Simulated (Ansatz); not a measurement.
**SnNH3S2 (SMILES [NH2][SnH]1[S][S]1) at B3LYP/def2-SVP (core potential)**

What is the electronic atomisation energy of SnNH3S2 at B3LYP/def2-SVP (core potential)? 

The calculation is run with Ansatz 0.2.0.

38 further runs of the same task are left out: 38 set aside as unsound or not needed.

## (1) The structure to begin with

SnNH3S2 has 7 atoms, charge 0, and is taken as a singlet. As SMILES, `[NH2][SnH]1[S][S]1`. The coordinates come from a PBE0-D4/def2-TZVP relaxation. This is one conformer, not always the lowest.

Bond lengths: N1–Sn2 2.003 Å, Sn2–S3 2.358 Å, Sn2–S4 2.376 Å, S3–S4 2.178 Å, N1–H5 1.012 Å, N1–H6 1.012 Å, Sn2–H7 1.690 Å. Some angles: N1–Sn2–S3 115.2°, N1–Sn2–S4 120.4°, S3–Sn2–S4 54.8°, Sn2–S3–S4 63.0°, Sn2–S4–S3 62.2°, N1–Sn2–H7 112.0°, S3–Sn2–H7 122.2°, S4–Sn2–H7 121.1°, Sn2–N1–H5 114.3°, Sn2–N1–H6 112.7°.

## (2) A single-point energy at B3LYP/def2-SVP (core potential)

The input, run.yaml:

```yaml
basis:
  gaussian:
    orbitals: def2-SVP
crystal:
  periodic: [false, false, false]
  atoms:
    - {symbol: N, position_ang: [-0.858900, 1.180400, 0.033200]}
    - {symbol: Sn, position_ang: [0.658800, -0.125900, 0.009600]}
    - {symbol: S, position_ang: [0.436900, -1.947300, 1.490200]}
    - {symbol: S, position_ang: [0.292300, -2.381600, -0.639300]}
    - {symbol: H, position_ang: [-0.847300, 1.845800, -0.729000]}
    - {symbol: H, position_ang: [-1.763700, 0.727200, 0.057900]}
    - {symbol: H, position_ang: [2.143100, 0.633400, -0.268300]}
hamiltonian:
  xc: {name: B3LYP}
accuracy: high
output:
  orbitals: {seedname: orbitals}
```

Launch:

```bash
$ ansatz run run.yaml --threads 1 --pin off --max-ram 2610MiB --events-out events.jsonl --progress --plain --runs-dir runs
```

Output:

```text
Warning: RAYON_NUM_THREADS=1 ignored (pool sized by the plan → 1); use --threads N
Functional definition: B3LYP
  name "B3LYP"
  parameter a0 = 0.2
  parameter ax = 0.72
  parameter ac = 0.81
  exchange = (1 - a0 - ax)*slater_x + ax*b88_x + a0*exact_x
  correlation = (1 - ac)*vwn_rpa_c + ac*lyp_c
2063 factors; integrals over basis functions are off by at most 3.8e-9 eV
mean field evaluation 1: about -29028.7630 eV, gradient 5.7e1 eV
mean field evaluation 2: about -28997.5114 eV, gradient 1.1e2 eV
mean field evaluation 4: about -29035.3232 eV, gradient 1.1e1 eV
mean field evaluation 8: about -29035.8200 eV, gradient 1.3e0 eV
mean field evaluation 16: about -29035.8258 eV, gradient 1.4e-4 eV
mean field -29035.82578997 eV, -1067.0469165916 hartree, gradient 4.9e-8 eV, S^2 0.000000; 0 other end points of the search recorded, 0 dependent functions left out
reference -29035.82582952 eV, -1067.0469180451 hartree; 32, 32 occupied and 59, 59 virtual orbitals, 2063 factors
Total energy: -29035.82582952 eV, -1067.0469180451 hartree
```

Wall time 10 s (1 thread of Arm Neoverse V1, shared host); peak memory 0.35 GiB.

## (3) The H atom

The input, job.yaml:

```yaml
crystal:
  periodic: [false, false, false]
  atoms:
    - {symbol: H, position_ang: [0.000000, 0.000000, 0.000000]}
basis:
  gaussian: {orbitals: def2-SVP}
magnetization: {spin_polarized: true, initial_magnetization: 1}
hamiltonian: {xc: {name: B3LYP}}
accuracy: high
```

Launch:

```bash
$ ansatz run job.yaml --threads 1 --pin off --max-ram 2610MiB --events-out events.jsonl --progress --plain --runs-dir runs
```

Output:

```text
Warning: RAYON_NUM_THREADS=1 ignored (pool sized by the plan → 1); use --threads N
Functional definition: B3LYP
  name "B3LYP"
  parameter a0 = 0.2
  parameter ax = 0.72
  parameter ac = 0.81
  exchange = (1 - a0 - ax)*slater_x + ax*b88_x + a0*exact_x
  correlation = (1 - ac)*vwn_rpa_c + ac*lyp_c
15 factors; integrals over basis functions are off by at most 8.9e-10 eV
mean field evaluation 1: about -13.6398 eV, gradient 1.5e-1 eV
mean field evaluation 2: about -13.6397 eV, gradient 1.5e-1 eV
mean field evaluation 4: about -13.6399 eV, gradient 3.7e-3 eV
mean field evaluation 8: about -13.6399 eV, gradient 1.1e-9 eV
mean field -13.63992910 eV, -0.5012581489 hartree, gradient 1.1e-9 eV, S^2 0.750000; 0 other end points of the search recorded, 0 dependent functions left out
reference -13.63994824 eV, -0.5012588523 hartree; 1, 0 occupied and 4, 5 virtual orbitals, 15 factors
Total energy: -13.63994824 eV, -0.5012588523 hartree
```

It took 0.14 s on 1 thread of Arm Neoverse V1, shared host.

## (4) The N atom at the same level

The input, job.yaml:

```yaml
crystal:
  periodic: [false, false, false]
  atoms:
    - {symbol: "N", position_ang: [0.000000, 0.000000, 0.000000]}
basis:
  gaussian: {orbitals: def2-SVP}
hamiltonian: {xc: {name: B3LYP}}
magnetization: {spin_polarized: true, initial_magnetization: 3}
accuracy: high
total_charge: 0
```

Run the same way, it converges to -54.53778 Eh (log not shown).

## (5) The S atom, same level

The input, molecule.yaml:

```yaml
crystal:
  periodic: [false, false, false]
  atoms:
    - {symbol: S, position_ang: [0.000000, 0.000000, 0.000000]}
basis:
  gaussian:
    orbitals: def2-SVP
magnetization:
  spin_polarized: true
  initial_magnetization: 2
hamiltonian:
  xc: {name: B3LYP}
accuracy: high
```

Run the same way, it converges to -397.99516 Eh (log not shown).

## (6) The Sn atom

The input, run.yaml:

```yaml
crystal:
  periodic: [false, false, false]
  atoms:
    - {symbol: Sn, position_ang: [0.000000, 0.000000, 0.000000]}
basis:
  gaussian:
    orbitals: def2-SVP
magnetization:
  spin_polarized: true
  initial_magnetization: 2
hamiltonian:
  xc: {name: B3LYP}
accuracy: high
```

Run the same way, it converges to -214.32235 Eh (log not shown).

## (7) Outcome

Level: B3LYP/def2-SVP (core potential).

| quantity | value |
| --- | --- |
| molecule: total energy | -1067.04692 Eh |
| molecule: HOMO energy | -5.55 eV |
| molecule: LUMO energy | -1.46 eV |
| molecule: HOMO–LUMO gap | 4.09 eV |
| H atom: total energy | -0.50126 Eh |
| H atom: ⟨S²⟩ | 0.750 |
| N atom: total energy | -54.53778 Eh |
| N atom: ⟨S²⟩ | 3.753 |
| S atom: total energy | -397.99516 Eh |
| S atom: ⟨S²⟩ | 2.002 |
| Sn atom: total energy | -214.32235 Eh |
| Sn atom: ⟨S²⟩ | 2.002 |
| electronic atomisation energy | 18.849 eV |

In words: Taking the molecule apart into free atoms costs 18.85 eV (1819 kJ/mol), before zero-point energy and without spin-orbit coupling.
